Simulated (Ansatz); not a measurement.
**Alloy of GaAs and InAs (17 of 32 Ga sites exchanged), 64 atoms**

Aim: relax the alloy cell and compare the gap by PBEsol, PBE, r²SCAN and HSE06.

All numbers are computed with Ansatz 0.2.0 (PAW, plane waves).

### 1 The system as built

64 atoms (15 Ga, 17 In, 32 As); a = 11.782 Å, b = 11.782 Å, c = 11.782 Å, α = 90.00°, β = 90.00°, γ = 90.00°. All atoms were shaken off their sites by about 0.02 Å along each axis.

The runs, in order: (2) PBEsol cell relaxation at the single k point (¼, ¼, ¼), on 1 × NVIDIA GB300 Max-Q with 32 threads of Arm Neoverse-V2; (3) PBE single point at the Γ point alone, on 1 × NVIDIA GB300 Max-Q with 32 threads of Arm Neoverse-V2; (4) r²SCAN single point at the Γ point alone, on 1 × NVIDIA GB300 Max-Q with 32 threads of Arm Neoverse-V2; (5) HSE06 single point at the Γ point alone, on 1 × NVIDIA GB300 Max-Q with 32 threads of Arm Neoverse-V2.

### 2 PBEsol relaxation of the cell and the positions

in.yaml reads:

```yaml
crystal:
  lattice:
    - [11.781524, 0.000000, 0.000000]
    - [0.000000, 11.781524, 0.000000]
    - [0.000000, 0.000000, 11.781524]
  atoms:
    - { symbol: Ga, position: [0.002156, 0.000277, 0.000205] }
    - { symbol: Ga, position: [0.997809, 0.999515, 0.497648] }
    - { symbol: Ga, position: [0.504869, 0.998638, 0.001231] }
    - { symbol: Ga, position: [0.249639, 0.249772, 0.001462] }
    - { symbol: Ga, position: [0.247380, 0.748718, 0.000470] }
    - { symbol: Ga, position: [0.750418, 0.249951, 0.003015] }
    - { symbol: Ga, position: [0.749664, 0.250152, 0.500670] }
    - { symbol: Ga, position: [0.749327, 0.751518, 0.000473] }
    - { symbol: Ga, position: [0.751140, 0.751247, 0.500825] }
    - { symbol: Ga, position: [0.248740, 0.998640, 0.749936] }
    - { symbol: Ga, position: [0.252106, 0.501817, 0.248874] }
    - { symbol: Ga, position: [0.750641, 0.999701, 0.252493] }
    - { symbol: Ga, position: [0.747311, 0.999417, 0.747492] }
    - { symbol: Ga, position: [0.753620, 0.501152, 0.248599] }
    - { symbol: Ga, position: [0.502891, 0.750968, 0.248767] }
    - { symbol: In, position: [0.000041, 0.497794, 0.000947] }
    - { symbol: In, position: [0.997507, 0.501497, 0.499494] }
    - { symbol: In, position: [0.501333, 0.997079, 0.498639] }
    - { symbol: In, position: [0.502195, 0.498145, 0.999655] }
    - { symbol: In, position: [0.498228, 0.501404, 0.501109] }
    - { symbol: In, position: [0.245353, 0.249804, 0.501276] }
    - { symbol: In, position: [0.248510, 0.751769, 0.499006] }
    - { symbol: In, position: [0.249381, 0.002995, 0.250804] }
    - { symbol: In, position: [0.250627, 0.498544, 0.749573] }
    - { symbol: In, position: [0.750094, 0.500098, 0.748873] }
    - { symbol: In, position: [0.998544, 0.249811, 0.252055] }
    - { symbol: In, position: [0.998856, 0.251362, 0.755032] }
    - { symbol: In, position: [0.999742, 0.750583, 0.250437] }
    - { symbol: In, position: [0.000149, 0.750712, 0.749728] }
    - { symbol: In, position: [0.497672, 0.248888, 0.249893] }
    - { symbol: In, position: [0.498908, 0.250591, 0.748391] }
    - { symbol: In, position: [0.497396, 0.747681, 0.752469] }
    - { symbol: As, position: [0.122592, 0.127834, 0.124828] }
    - { symbol: As, position: [0.127462, 0.120136, 0.626745] }
    - { symbol: As, position: [0.121828, 0.624826, 0.124028] }
    - { symbol: As, position: [0.122384, 0.623668, 0.625274] }
    - { symbol: As, position: [0.625849, 0.125469, 0.124029] }
    - { symbol: As, position: [0.622423, 0.124417, 0.625531] }
    - { symbol: As, position: [0.624295, 0.626236, 0.126242] }
    - { symbol: As, position: [0.626788, 0.625125, 0.627452] }
    - { symbol: As, position: [0.374980, 0.374827, 0.123547] }
    - { symbol: As, position: [0.375396, 0.375618, 0.626078] }
    - { symbol: As, position: [0.375255, 0.875125, 0.122202] }
    - { symbol: As, position: [0.374737, 0.876444, 0.621667] }
    - { symbol: As, position: [0.874002, 0.375420, 0.126862] }
    - { symbol: As, position: [0.874768, 0.374750, 0.624208] }
    - { symbol: As, position: [0.871903, 0.875240, 0.122590] }
    - { symbol: As, position: [0.873317, 0.873858, 0.625477] }
    - { symbol: As, position: [0.375098, 0.125337, 0.376924] }
    - { symbol: As, position: [0.376280, 0.125217, 0.878565] }
    - { symbol: As, position: [0.373490, 0.625417, 0.375951] }
    - { symbol: As, position: [0.376816, 0.625814, 0.872917] }
    - { symbol: As, position: [0.876701, 0.126081, 0.375211] }
    - { symbol: As, position: [0.874484, 0.122391, 0.875786] }
    - { symbol: As, position: [0.873814, 0.626116, 0.372637] }
    - { symbol: As, position: [0.875810, 0.625451, 0.876843] }
    - { symbol: As, position: [0.124753, 0.375011, 0.376424] }
    - { symbol: As, position: [0.124200, 0.376816, 0.873048] }
    - { symbol: As, position: [0.123337, 0.875081, 0.374632] }
    - { symbol: As, position: [0.124892, 0.873998, 0.874093] }
    - { symbol: As, position: [0.625686, 0.373246, 0.377605] }
    - { symbol: As, position: [0.624026, 0.377586, 0.872845] }
    - { symbol: As, position: [0.627021, 0.874753, 0.374055] }
    - { symbol: As, position: [0.626598, 0.875202, 0.874636] }
  symmetry: { detect: false }
kpoints:
  mp_grid: { grid: [1, 1, 1], shift: [0.25, 0.25, 0.25] }
hamiltonian:
  xc: pbesol
scf:
  occupations: { method: fermi_dirac, width: 0.01 }
relax:
  f_tol: 0.03
  max_steps: 80
  escape_saddle: false
  adjacent_minimum: "off"
  cell: { fix: [shape] }
output:
  forces: true
  eigenvalues: true
  populations: true
```

The runs that follow: PBE single point; r²SCAN single point; HSE06 single point.

Q: Predict the outcome of this session. Wanted: for each run, top filled to lowest empty.

**Answer**, as computed:

```
             level         time   k points  top filled to lowest empty (eV)
PBEsol, relaxation  9.6 s (GPU)  (¼, ¼, ¼)                             1.07
               PBE  3.8 s (GPU)          Γ                             none
            r²SCAN    5 s (GPU)          Γ                             0.37
             HSE06   44 s (GPU)          Γ                             0.77
```

```
     quantity                                                                         value
   relaxation                                              5 recorded steps, 2.82 eV gained
largest shift                                                                 0.20 Å (As62)
 relaxed cell  a = 11.772 Å, b = 11.772 Å, c = 11.772 Å, α = 90.00°, β = 90.00°, γ = 90.00°
   mean bonds                                                    As–Ga 2.478, As–In 2.616 Å
```

**What this shows.** Relaxation gains 2.82 eV, with shifts up to 0.20 Å (As62), while the volume changes by -0.2 %. The mean lengths of the listed bonds run from As–Ga 2.48 Å to As–In 2.62 Å. At the same k points, r²SCAN gives a spacing 0.40 eV smaller than the 0.77 eV of HSE06. The relaxation ran on other k points, so part of any difference from the later rows can come from the mesh. Exact exchange costs time: HSE06 ran about 12 times as long as PBE on the same kind of device. PBE leaves levels partly filled (a spacing under the smearing width does that too), while HSE06 opens a spacing of 0.77 eV. No spin–orbit coupling is included; with elements this heavy it would shift the edges. With one k point the spacing samples only the states that fold onto it, so it can exceed the gap over the zone.
